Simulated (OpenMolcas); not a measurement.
**Os³⁺ among point charges: CASSCF and CASPT2 levels and susceptibility**

How does a field of 6 point charges split the states of Os³⁺, and what χT follows?

Program: OpenMolcas 26.06. Level of theory: state-averaged CASSCF and CASPT2, spin-orbit coupling by RASSI with atomic mean-field integrals. These are calculated values, not measurements, unless marked.

### 1 The atom as given

* Species: Os³⁺ (osmium, Z = 76, 73 electrons)
* Basis: ANO-RCC-VTZP [8s7p5d3f2g1h], 104 functions
* Scalar Hamiltonian: DKH2, point nucleus
* Inactive shells: 1s 2s 2p 3s 3p 3d 4s 4p 4d 4f 5s 5p
* Active space: 5 electrons in 5 orbitals (5d)
* Some configurations of this space: 5d⁵
* Orbitals: optimised for each spin and parity, averaged over all roots

Outer shells as boxes (Hund's rule):

5d5
```
5d [↑ ][↑ ][↑ ][↑ ][↑ ]
```

The ion sits among 6 point charges of -1 e arranged as an octahedron (Oh), 2.05 Å from the ion.

Each step is its own input file, run in one work folder so that later steps find the files of earlier ones. Labels, J, g values, rates, χT and fits are worked out afterwards by a script from the matrices that RASSI stores. The input lists half of the charges; inversion (Group=XYZ) makes the rest.

### 2 One- and two-electron integrals

Contents of a.inp:

```
&GATEWAY
Coord
1

Os 0.0 0.0 0.0
Basis=ANO-RCC-VTZP
Group=XYZ
NoMove
AngMom=0.0 0.0 0.0
AMFI
XField
3 Angstrom 0
2.050000 0.000000 0.000000 -1.000000
0.000000 2.050000 0.000000 -1.000000
0.000000 0.000000 2.050000 -1.000000
&SEWARD
```

Started as:

```
OMP_NUM_THREADS=1 MOLCAS_MEM=1689 MOLCAS_PROJECT=a pymolcas a.inp > a.log
```

### 3 CASSCF: sextets of even parity, 1 root

Contents of a.inp:

```
&RASSCF
FileOrb=start.orb
Symmetry=1
Spin=6
nActEl=5 0 0
Inactive=15 19
Ras2=5 0
CIRoot=1 1 1
SDav=1
CIMx=300
Iter=120 100
PrWF=0.3
OrbListing=Nothing
MaxOrb=0
>>> COPY $Project.JobIph JOB001
```

start.orb holds the contracted functions of the basis, ordered by shell, or the orbitals of the step before.

### 4 CASSCF: quartets of even parity, 24 roots

Contents of a.inp:

```
&RASSCF
FileOrb=start.orb
Symmetry=1
Spin=4
nActEl=5 0 0
Inactive=15 19
Ras2=5 0
CIRoot=24 24 1
SDav=24
CIMx=300
Iter=120 100
PrWF=0.3
OrbListing=Nothing
MaxOrb=0
>>> COPY $Project.JobIph JOB002
```

### 5 CASSCF: doublets of even parity, 75 roots

Contents of a.inp:

```
&RASSCF
FileOrb=start.orb
Symmetry=1
Spin=2
nActEl=5 0 0
Inactive=15 19
Ras2=5 0
CIRoot=75 75 1
SDav=75
CIMx=300
Iter=120 100
PrWF=0.3
OrbListing=Nothing
MaxOrb=0
>>> COPY $Project.JobIph JOB003
```

### 6 RASSI: spin-orbit coupling between the states

Contents of a.inp:

```
&RASSI
NrOfJobIphs=3 1 24 75
1
1 2 3 4 5 6 7 8 9 10 11 12 13 14 15 16 17 18 19 20 21 22 23 24
1 2 3 4 5 6 7 8 9 10 11 12 13 14 15 16 17 18 19 20 21 22 23 24 25 26 27
28 29 30 31 32 33 34 35 36 37 38 39 40 41 42 43 44 45 46 47 48 49 50 51
52 53 54 55 56 57 58 59 60 61 62 63 64 65 66 67 68 69 70 71 72 73 74 75
IphNames
JOB001
JOB002
JOB003
EJob
SpinOrbit
DIPRint=1.0
SOCoupling=1000.0
Subsets=2
Property=9
'ANGMOM' 1 'ANGMOM' 2 'ANGMOM' 3 'MLTPL  1' 1 'MLTPL  1' 2 'MLTPL  1' 3
'AMFI' 1 'AMFI' 2 'AMFI' 3
SOProperty=3
'ANGMOM' 1 'ANGMOM' 2 'ANGMOM' 3
```

### 7 CASPT2: IPEA 0.25, imaginary shift 0.1 (closed shells correlated: 5s 5p)

Contents of a.inp:

```
>>> COPY JOB001 $Project.JobIph
&CASPT2
Multistate=1 1
Frozen=14 16
IPEA=0.25
Imaginary=0.1
MaxIter=60
WThr=0.0 0.3 0.05
PrWF=0.5
NoMix
>>> COPY JOB002 $Project.JobIph
&CASPT2
Multistate=24 1 2 3 4 5 6 7 8 9 10 11 12 13 14 15 16 17 18 19 20 21 22
23 24
NoMult
Frozen=14 16
IPEA=0.25
Imaginary=0.1
MaxIter=60
WThr=0.0 0.3 0.05
PrWF=0.5
NoMix
>>> COPY JOB003 $Project.JobIph
&CASPT2
Multistate=75 1 2 3 4 5 6 7 8 9 10 11 12 13 14 15 16 17 18 19 20 21 22
23 24 25 26 27 28 29 30 31 32 33 34 35 36 37 38 39 40 41 42 43 44 45 46
47 48 49 50 51 52 53 54 55 56 57 58 59 60 61 62 63 64 65 66 67 68 69 70
71 72 73 74 75
NoMult
Frozen=14 16
IPEA=0.25
Imaginary=0.1
MaxIter=60
WThr=0.0 0.3 0.05
PrWF=0.5
NoMix
```

(Steps that only read results are left out.)

What does the calculation give? Wanted: spin-free ground state; lowest level; next level.

As calculated:

```
                 quantity                                                                        value
                   method  SS-CASPT2, IPEA 0.25, imaginary shift 0.1 (closed shells correlated: 5s 5p)
   spin-free ground state                                              6A1, 1-fold in its orbital part
             lowest level                                              2-fold Γ7, g = 3.24, 3.24, 3.24
               next level                                                                    72.0 cm⁻¹
              χT at 300 K                                                               4.12 cm³ K/mol
effective moment at 300 K                                                                      5.74 μB
```

Cost by method:

```tsv
method	time of its own steps	time with the reference
A. CASSCF	26 s	26 s
B. SS-CASPT2, IPEA 0.25, imaginary shift 0.1, +5s 5p	29 s	54 s
```

Times are of one thread on a shared host.

What this shows: The spin-free ground state (6A1) comes to 100 % from free-ion S terms and keeps the highest spin of the shell. χT at 300 K is 4.12, against 4.39 cm³ K/mol for the spin alone, as a half-filled shell (L = 0) has no orbital moment. An active space of the d shell alone favours high spin; real ions in strong fields can be low spin. A ligand-field fit to the states below 45000 cm-1 gives 10Dq = 5770 cm-1, B = 652 cm-1 and C = 3161 cm-1 (C/B = 4.84), with a deviation of 456 cm-1. CASPT2 does not keep the components of a term degenerate, and the means are used. The field of point charges can differ much from that of real complexes. With metal d orbitals alone active, the gaps between spin states are rough; where two lie within a few thousand cm-1, their order is open. This is an electrostatic model: the charges have no orbitals.
